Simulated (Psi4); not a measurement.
# SiSbH5 (SbH2(SiH3)) at 5 levels

We compute a comparison of 5 runs (PW86PBE/STO-3G, r2SCAN/3-21G, FT97/3-21G, M06-2X/def2-SVP, CCSD(T)/3-21G) of SiSbH5 (SbH2(SiH3)). 

The results are computed with Psi4 1.11.

1 further run of the same task is left out (set aside as unsound or not needed).

## 1. The structure to begin with

The species is SiSbH5 (7 atoms), meant as a singlet with charge 0. SMILES: `[H][Sb]([H])[SiH3]`. The shape comes from GFN2-xTB, which is rough for such elements, and wasn't checked as a minimum.

Bond lengths: Sb1–Si4 2.534 Å, Sb1–H2 1.692 Å, Sb1–H3 1.692 Å, Si4–H5 1.461 Å, Si4–H6 1.463 Å, Si4–H7 1.462 Å. Angles: Sb1–Si4–H5 116.5°, Sb1–Si4–H6 108.6°, Sb1–Si4–H7 109.3°, H2–Sb1–Si4 90.4°, H3–Sb1–Si4 90.9°, H5–Si4–H6 107.3°, H5–Si4–H7 107.4°, H6–Si4–H7 107.3°, H2–Sb1–H3 88.4°.

## 2. A single-point energy at PW86PBE/STO-3G (run 1)

File h5sbsi.dat:

```
memory 1.6 GB

molecule molecule1 {
  Sb     1.12977276     2.07563738     2.18393758
  H      3.72527380     1.97997944     0.31830547
  H     -0.11410166     4.24543981     0.19212846
  Si    -0.85360819    -1.48237676    -0.33312092
  H     -0.93552782    -1.15630452    -3.07328049
  H     -3.45615790    -1.82900922     0.53105084
  H      0.50434901    -3.83334724     0.18097907
  units au
  symmetry c1
}

set scf_type pk

e, wfn = energy("pw86pbe/STO-3G", return_wfn=True)
```

Run with:

```console
psi4 h5sbsi.dat h5sbsi.out -n 1
```

h5sbsi.out:

```text
[...]
  Running in c1 symmetry.
[...]
  Nuclear repulsion =  226.933723280627987
[...]
  Multiplicity = 1
[...]
  Nalpha       = 35
  Nbeta        = 35
[...]
    Number of basis functions: 41
[...]
   @RKS iter   1: -6542.29238249277478   -2.43629e+00   1.12327e-02 ADIIS/DIIS
[...]
   @RKS iter   7: -6542.51097853712963   -1.14728e-07   8.22286e-07 DIIS
[...]
    Orbital Energies [Eh]
    ---------------------
    Doubly Occupied:
       1A   -1060.444227     2A   -155.551885     3A   -148.195870
       4A   -148.195759     5A   -148.195119     6A    -64.715295
       7A    -28.931107     8A    -26.304982     9A    -26.304778
      10A    -26.302486    11A    -18.249382    12A    -18.249351
      13A    -18.247889    14A    -18.247681    15A    -18.247065
      16A     -4.861514    17A     -4.383765    18A     -3.259957
      19A     -3.259392    20A     -3.250177    21A     -3.215854
      22A     -3.214471    23A     -3.214392    24A     -0.767355
      25A     -0.763700    26A     -0.756410    27A     -0.755204
      28A     -0.750378    29A     -0.466498    30A     -0.391717
      31A     -0.269906    32A     -0.262375    33A     -0.240362
      34A     -0.209457    35A     -0.126906
[...]
  @RKS Final Energy: -6542.51097853712963
   => Energetics <=
    Nuclear Repulsion Energy =            226.9337232806279872
    One-Electron Energy =               -9488.2531533531600871
    Two-Electron Energy =                2908.0027061085588684
    DFT Exchange-Correlation Energy =    -189.1942545731562575
    Empirical Dispersion Energy =           0.0000000000000000
    VV10 Nonlocal Energy =                  0.0000000000000000
    Total Energy =                      -6542.5109785371296311
[...]
 Multipole Moments:
 ------------------------------------------------------------------------------------
     Multipole            Electronic (a.u.)      Nuclear  (a.u.)        Total (a.u.)
 ------------------------------------------------------------------------------------
 L = 1.  Multiply by 2.5417464519 to convert [e a0] to [Debye]
 Dipole X            :          5.7316103           -5.7413192           -0.0097088
 Dipole Y            :         10.4470618          -10.4849162           -0.0378545
 Dipole Z            :          9.6955710          -10.1305241           -0.4349531
 Magnitude           :                                                    0.4367052
[...]
```

Wall time 3.3 s (1 thread of Intel Xeon Platinum 8488C (Sapphire Rapids), shared host); peak memory 0.3 GiB.

## 3. Energy and gradient at r2SCAN/3-21G (run 2)

File calc.dat:

```
memory 1.6 GB

molecule geom {
  0 1
  Sb
  H 1 1.692239
  H 1 1.691925 2 88.43104
  Si 1 2.533916 3 90.89676 2 -90.39326
  H 4 1.460904 1 116.50477 3 36.74292
  H 4 1.462695 5 107.28877 3 102.63389
  H 4 1.462235 5 107.44193 6 115.13631
  symmetry c1
  no_reorient
  no_com
}

set {
  basis                3-21G
  reference            rks
  puream               true
  e_convergence        1e-09
  d_convergence        1e-08
  scf_type             pk
  dft_radial_points    99
  dft_spherical_points 590
}

energy_value, wavefunction = gradient('r2scan', return_wfn=True)
```

Run with:

```console
psi4 -i calc.dat -o calc.out -n 1
```

calc.out:

```text
[...]
  Running in c1 symmetry.
[...]
  Nuclear repulsion =  226.933740394521720
[...]
  Multiplicity = 1
[...]
  Nalpha       = 35
  Nbeta        = 35
[...]
    Number of basis functions: 54
[...]
   @RKS iter   1: -6578.77838576991053   -2.21700e+00   9.96392e-03 ADIIS/DIIS
[...]
   @RKS iter  10: -6579.00502489569681   -3.63798e-12   6.22781e-09 DIIS
[...]
  @RKS Final Energy: -6579.00502489569681
   => Energetics <=
    Nuclear Repulsion Energy =            226.9337403945217204
    One-Electron Energy =               -9521.6412015618461737
    Two-Electron Energy =                2904.5550622509854293
    DFT Exchange-Correlation Energy =    -188.8526259793570432
    Empirical Dispersion Energy =           0.0000000000000000
    VV10 Nonlocal Energy =                  0.0000000000000000
    Total Energy =                      -6579.0050248956968062
[...]
 Multipole Moments:
 ------------------------------------------------------------------------------------
     Multipole            Electronic (a.u.)      Nuclear  (a.u.)        Total (a.u.)
 ------------------------------------------------------------------------------------
 L = 1.  Multiply by 2.5417464519 to convert [e a0] to [Debye]
 Dipole X            :        -15.5643511           15.5291511           -0.0352000
 Dipole Y            :         -1.2717876            1.3868394            0.1150519
 Dipole Z            :         -1.4512110            1.5639160            0.1127050
 Magnitude           :                                                    0.1648587
[...]
  -Total Gradient:
     Atom            X                  Y                   Z
    ------   -----------------  -----------------  -----------------
       1        0.017926141421     0.013328270614     0.013141531322
       2        0.001284336268     0.002055212563    -0.016382831117
       3        0.001146300399    -0.016408195158     0.001915498676
       4       -0.007511499095     0.001057732799     0.001963182508
       5       -0.004222286263    -0.011434068246    -0.009344417217
       6       -0.004340346248    -0.001400466235     0.013909836271
       7       -0.003747396473     0.013597239109    -0.004386944050
[...]
```

It took 15 s on 1 thread of Intel Xeon Platinum 8488C (Sapphire Rapids), shared host; peak memory 1.2 GiB.

Runs 3 to 4 aren't shown in full; the table further down has their settings and results.

## 4. The energy at CCSD(T)/3-21G (run 5)

File h5sbsi.in:

```
memory 1600 MB

molecule geom {
  0 1
  Sb
  H 1 1.692239
  H 1 1.691925 2 88.43104
  Si 1 2.533916 3 90.89676 2 -90.39326
  H 4 1.460904 1 116.50477 3 36.74292
  H 4 1.462695 5 107.28877 3 102.63389
  H 4 1.462235 5 107.44193 6 115.13631
  symmetry c1
  no_reorient
  no_com
}

set basis 3-21G
set puream true
set e_convergence 1e-09
set d_convergence 1e-08
set scf_type pk
set num_frozen_docc 23

result, w = energy("ccsd(t)", return_wfn=True)
```

Run with:

```console
psi4 h5sbsi.in h5sbsi.out -n 1
```

h5sbsi.out:

```text
[...]
  Running in c1 symmetry.
[...]
  Nuclear repulsion =  226.933740394521720
[...]
  Multiplicity = 1
[...]
  Nalpha       = 35
  Nbeta        = 35
[...]
    Number of basis functions: 54
[...]
   @RHF iter   1: -6575.67761685732603   -2.82132e+00   9.99048e-03 ADIIS/DIIS
[...]
   @RHF iter  10: -6575.91944470008821   -4.54747e-12   1.88593e-09 DIIS
[...]
    Orbital Energies [Eh]
    ---------------------
    Doubly Occupied:
       1A   -1078.928956     2A   -163.929691     3A   -152.775262
       4A   -152.775221     5A   -152.774918     6A    -68.287017
       7A    -33.541097     8A    -28.775206     9A    -28.775182
      10A    -28.773589    11A    -20.681858    12A    -20.681839
      13A    -20.680541    14A    -20.680310    15A    -20.679788
      16A     -6.105582    17A     -6.088102    18A     -4.395193
      19A     -4.394985    20A     -4.389613    21A     -4.200970
      22A     -4.200493    23A     -4.200368    24A     -1.728936
      25A     -1.728533    26A     -1.723861    27A     -1.722575
      28A     -1.719537    29A     -0.782461    30A     -0.690508
      31A     -0.500111    32A     -0.493927    33A     -0.458334
      34A     -0.410228    35A     -0.342997
[...]
  @RHF Final Energy: -6575.91944470008821
   => Energetics <=
    Nuclear Repulsion Energy =            226.9337403945217204
    One-Electron Energy =               -9519.6707851368919364
    Two-Electron Energy =                2716.8176000422827201
    Total Energy =                      -6575.9194447000882064
[...]
 Multipole Moments:
 ------------------------------------------------------------------------------------
     Multipole            Electronic (a.u.)      Nuclear  (a.u.)        Total (a.u.)
 ------------------------------------------------------------------------------------
 L = 1.  Multiply by 2.5417464519 to convert [e a0] to [Debye]
 Dipole X            :        -15.5906042           15.5291511           -0.0614531
 Dipole Y            :         -1.3336899            1.3868394            0.0531495
 Dipole Z            :         -1.5166225            1.5639160            0.0472935
 Magnitude           :                                                    0.0940108
[...]
      * MP2 total energy                      = -6576.029773056358863
[...]
      * CCSD total energy                     = -6576.066299107766099
[...]
      * CCSD(T) total energy                  = -6576.068457317208413
[...]
```

It took 5.7 s on 1 thread of Intel Xeon Platinum 8488C (Sapphire Rapids), shared host; peak memory 0.22 GiB.

## 5. All runs side by side

```tsv
run	level	task	integration grid	energy (Eh)	dipole moment (D)	HOMO energy (eV)	LUMO energy (eV)	wall time
1	PW86PBE/STO-3G	energy	75 radial × 302 angular	-6542.510979	1.11	-3.45	3.01	3.3 s
2	r2SCAN/3-21G	gradient	99 radial × 590 angular	-6579.005025	0.42	-6.44	-0.74	15 s
3	FT97/3-21G (C-PCM dichloromethane)	properties	75 radial × 302 angular	-6579.835403	0.45	-5.88	-0.55	29 s
4	M06-2X/def2-SVP (core potential)	gradient	99 radial × 590 angular	-532.511506	0.12	-8.34	0.55	22 s
5	CCSD(T)/3-21G	energy	–	-6576.068457	–	-9.33	2.61	5.7 s
```

## 6. Outcome

| quantity | value |
| --- | --- |
| run 5: total energy | -6576.06846 Eh |
| run 5: HOMO energy (Hartree–Fock orbitals) | -9.33 eV |
| run 5: LUMO energy (Hartree–Fock orbitals) | 2.61 eV |
| run 5: HOMO–LUMO gap (Hartree–Fock orbitals) | 11.95 eV |
| run 5: correlation energy (23 core orbitals frozen) | -149.0 mEh |
| run 5: (T) correction | -2.16 mEh |
| run 5: T1 diagnostic | 0.008 |

In words: Over runs 1, 2, 3, 4 the dipole moment (its size) runs from 0.12 D (M06-2X/def2-SVP) to 1.11 D (PW86PBE/STO-3G). The two ends differ in method and basis and core potential. The two dipoles point in opposite directions. Over runs 1, 2, 3, 4 the HOMO–LUMO gap runs from 5.33 eV (FT97/3-21G) to 8.90 eV (M06-2X/def2-SVP). The two ends differ in method and basis and solvent and core potential. Totals of different functionals can't be ranked against each other. Some runs of one species differ in core potentials or relativity; totals across that change don't compare. In run 1 the basis is minimal, so the values are rough. In runs 1, 2, 3, 5 relativity is left out where basis or elements ask for it. All runs together took 75 s, the longest 29 s.
